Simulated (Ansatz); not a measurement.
# CaSi2Au2: further runs on the relaxed cell

An exercise on one series of results from a longer session: the logs are not shown, and one member is left open.

Program: Ansatz 0.2.0. Level of theory: DFT PBEsol, scalar-relativistic, plane waves, PAW. These are calculated values, not measurements.

## The starting structure

Symmetry: I4/mmm, No. 139, tetragonal system. The conventional cell has a = 4.301 Å, b = 4.301 Å, c = 10.006 Å, α = 90.00°, β = 90.00°, γ = 90.00°. Ca (site symmetry 4/mmm) is surrounded by 8 Si at 3.25 Å and 8 Au at 3.30 Å. Si (site symmetry 4mm) has 1 Si at 2.31 Å and 4 Au at 2.54 Å and 4 Ca at 3.25 Å in its first shell of neighbours. Au (site symmetry -4m2) has 4 Si at 2.54 Å in its first shell of neighbours.

As a file:

```cif
data_structure
_symmetry_space_group_name_H-M 'I4/mmm'
_symmetry_Int_Tables_number 139
_cell_length_a 4.3013
_cell_length_b 4.3013
_cell_length_c 10.0062
_cell_angle_alpha 90.000
_cell_angle_beta 90.000
_cell_angle_gamma 90.000
_cell_volume 185.13
loop_
_atom_site_label
_atom_site_type_symbol
_atom_site_symmetry_multiplicity
_atom_site_Wyckoff_symbol
_atom_site_fract_x
_atom_site_fract_y
_atom_site_fract_z
_atom_site_occupancy
Ca1 Ca 2 a 0.00000 0.00000 0.00000 1
Si1 Si 4 e 0.00000 0.00000 0.38464 1
Au1 Au 4 d 0.00000 0.50000 0.25000 1
```

It is the result of an earlier relaxation at this level (volume 18.51 Å³/atom; gap on the mesh: none (metal)).

The first run:

File input.yaml:

```yaml
crystal:
  lattice:
    - [-2.1289407413, 2.1289407413, 4.9525549461]
    - [2.1289407413, -2.1289407413, 4.9525549461]
    - [2.1289407413, 2.1289407413, -4.9525549461]
  atoms:
    - { symbol: Ca, position: [0.0, 0.0, 0.0] }
    - { symbol: Si, position: [0.3846425632, 0.3846425632, 0.0] }
    - { symbol: Si, position: [0.6153574368, 0.6153574368, 0.0] }
    - { symbol: Au, position: [0.75, 0.25, 0.5] }
    - { symbol: Au, position: [0.25, 0.75, 0.5] }
basis:
  ecutwfc: 420
kpoints:
  mp_grid: { grid: [12, 12, 12] }
hamiltonian:
  xc: pbesol
scf:
  occupations: { method: gaussian, width: 0.1 }
output:
  forces: true
  stress: true
  eigenvalues: true
relax:
  adjacent_minimum: "off"
  f_tol: 0.01
  max_steps: 30
  cell: { stress_tol: 0.1, fix: [volume] }
```

Started as:

```console
$ ansatz run input.yaml --threads 1 --pin off --max-ram 2560MiB --backend cpu --events-out ev --progress --plain --runs-dir out
```

Steps of the session up to this table: The cell scaled to 0.97 of its volume; The cell scaled to 1.03 of its volume; The cell scaled to 0.94 of its volume; Volume × 1.06; Point at V/V0 = 0.91; Volume × 1.10; Point at V/V0 = 0.88.

One table of the session follows, with a row left open; its other results are not shown here.

It belongs to the step «Equation of state». 

```
volume (Å³/atom)  energy above the lowest point (meV/atom)  pressure (GPa)
          16.291                                     112.2           18.37
          16.847                                         ?               ?
          17.402                                      24.5            7.56
          17.958                                       5.7            3.43
          18.513                                       0.0           -0.01
          19.068                                       5.2           -2.87
          19.624                                      19.5           -5.26
          20.364                                      50.0           -7.84
```

Q: Estimate the row for volume (Å³/atom) = 16.847 from the others.

Worked estimate for «energy above the lowest point (meV/atom)». A straight line through the neighbours (16.291, 112.2) and (17.402, 24.5) gives 112.2 + (24.5 − 112.2) × (16.847 − 16.291) / (17.402 − 16.291) = 68.3; a parabola fitted to 3 rows on both sides gives 60.0.

**Answer.** energy above the lowest point (meV/atom): 59.0; pressure (GPa): 12.49. In «energy above the lowest point (meV/atom)» the line misses by +9.3 and the parabola by +1.0.
